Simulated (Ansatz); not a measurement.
Write a Python script for Ansatz 0.2.0, Python API that makes harmonic frequencies at the relaxed geometry of GaH₂S₂, SMILES [SH][Ga][SH]. Level of theory (for the species named): r2SCAN, def2-SVP basis, multiplicity 2, D3BJ dispersion.

```yaml
atoms:
  - { symbol: S, position_ang: [-0.9232, -1.7668, -0.9657] }
  - { symbol: Ga, position_ang: [-0.2606, -0.1242, 0.8398] }
  - { symbol: S, position_ang: [1.1294, 1.8090, 0.2879] }
  - { symbol: H, position_ang: [-1.2051, -0.3957, -0.5869] }
  - { symbol: H, position_ang: [1.3094, 0.4040, 0.3835] }
```

`freq.py`:
```python
"""Harmonic frequencies of GaH2S2 at its relaxed geometry."""

from dataclasses import dataclass
import warnings

import ansatz as az
from ase import Atoms
import numpy as np


@dataclass
class Settings:
    basis: str = "def2-SVP"
    xc: str = "r2scan"
    dispersion: str = "d3bj"


cfg = Settings()

warnings.simplefilter("ignore", az.DeckWarning)

atoms = Atoms(["S", "Ga", "S", "H", "H"], positions=[
    (-0.9232, -1.7668, -0.9657),
    (-0.2606, -0.1242, 0.8398),
    (1.1294, 1.809, 0.2879),
    (-1.2051, -0.3957, -0.5869),
    (1.3094, 0.404, 0.3835),
])
geometry = az.Crystal.molecule_from_ase(atoms)

calculation = geometry.calculation()
calculation = calculation.basis(gaussian=cfg.basis).functional(cfg.xc, dispersion=cfg.dispersion)
calculation = calculation.spin("collinear", total=1)
symbols = [site.symbol for site in geometry.cartesian_sites]
start = np.array([site.position_ang for site in geometry.cartesian_sites], dtype=float)
rep = calculation.relax(force_tolerance=0.003).run(threads=1).report
end = np.array(rep["positions_ang"])

print("bond        before    after (A)")
for i, j in [(0, 1), (0, 3), (1, 2), (1, 3), (1, 4), (2, 4)]:
    d0, d1 = (np.linalg.norm(xyz[i] - xyz[j]) for xyz in (start, end))
    print(f"{symbols[i]}{i}-{symbols[j]}{j}".ljust(10), f"{d0:8.4f} {d1:8.4f}")
for i, j, k in [(1, 0, 3), (0, 1, 2), (0, 1, 3), (0, 1, 4), (2, 1, 3), (2, 1, 4), (3, 1, 4), (1, 2, 4)]:
    u, v = end[i] - end[j], end[k] - end[j]
    print(f"angle {symbols[i]}{i}-{symbols[j]}{j}-{symbols[k]}{k}: {np.degrees(np.arccos(np.clip(u @ v / np.linalg.norm(u) / np.linalg.norm(v), -1, 1))):.2f} deg")

# frequencies need a stationary point, so they are taken at the relaxed geometry
minimum = az.Crystal.molecule()
for symbol, xyz in zip(symbols, end):
    minimum = minimum.atom(symbol, xyz.tolist())
vibrating = (
    minimum.calculation()
    .basis(gaussian=cfg.basis)  # atom-centred Gaussian functions
    .functional(cfg.xc, dispersion=cfg.dispersion)  # level of theory
    .spin("collinear", total=1)  # spin-polarised run
    .phonons(temperatures=(100, 500, 100))
)
vib = vibrating.run(threads=1).report["vibrations"]
sums = vib["harmonic_sums"]
modes = [m["omega_inv_cm"] for m in sums["modes_at_gamma"] if m["rigid_motion"] == "no"]
print("frequencies (1/cm):", " ".join(f"{w:.0f}" for w in modes))
print("imaginary modes:", sum(w < 0 for w in modes), " zero-point energy:", round(sums["zero_point_energy_ev"], 4), "eV")
print("T (K)   F_vib (eV)   S_vib (meV/K)   C_vib (meV/K)")
for row in zip(sums["temperatures_k"], sums["vibrational_free_energy_ev"], vib["entropy_ev_per_k"], vib["heat_capacity_ev_per_k"]):
    print(f"{row[0]:6.1f} {row[1]:11.4f} {1000 * row[2]:13.4f} {1000 * row[3]:15.4f}")
```

`python freq.py` gives:
```text
bond        before    after (A)
S0-Ga1       2.5292   2.2427
S0-H3        1.4501   1.3540
Ga1-S2       2.4442   2.2427
Ga1-H3       1.7324   2.6923
Ga1-H4       1.7182   2.6925
S2-H4        1.4197   1.3540
angle Ga1-S0-H3: 93.64 deg
angle S0-Ga1-S2: 119.99 deg
angle S0-Ga1-H3: 30.13 deg
angle S0-Ga1-H4: 89.87 deg
angle S2-Ga1-H3: 89.87 deg
angle S2-Ga1-H4: 30.12 deg
angle H3-Ga1-H4: 59.74 deg
angle Ga1-S2-H4: 93.65 deg
frequencies (1/cm): 99 121 219 334 394 564 644 2680 2682
imaginary modes: 0  zero-point energy: 0.4796 eV
T (K)   F_vib (eV)   S_vib (meV/K)   C_vib (meV/K)
 100.0      0.4750        0.1340          0.2091
 200.0      0.4514        0.3356          0.3781
 300.0      0.4089        0.5086          0.4712
 400.0      0.3507        0.6516          0.5206
 500.0      0.2794        0.7712          0.5510
```

What to keep in mind:
- The settings weren't tested for convergence.
- The frequencies are harmonic and unscaled, in a modest basis. The result belongs to the one conformer reached from this start, and soft torsions count as harmonic oscillators.
- The species is open-shell (spin multiplicity 2).
- A dispersion term here runs with damping parameters fitted for another variant or functional.
- The script silences the warnings on its input, which a real study should read.
- Finished in 5.7 min on 1 thread of Arm Neoverse V2 (shared host), peak memory 0.28 GiB.

(Lines on the test bed's own set-up are left out of the output.)
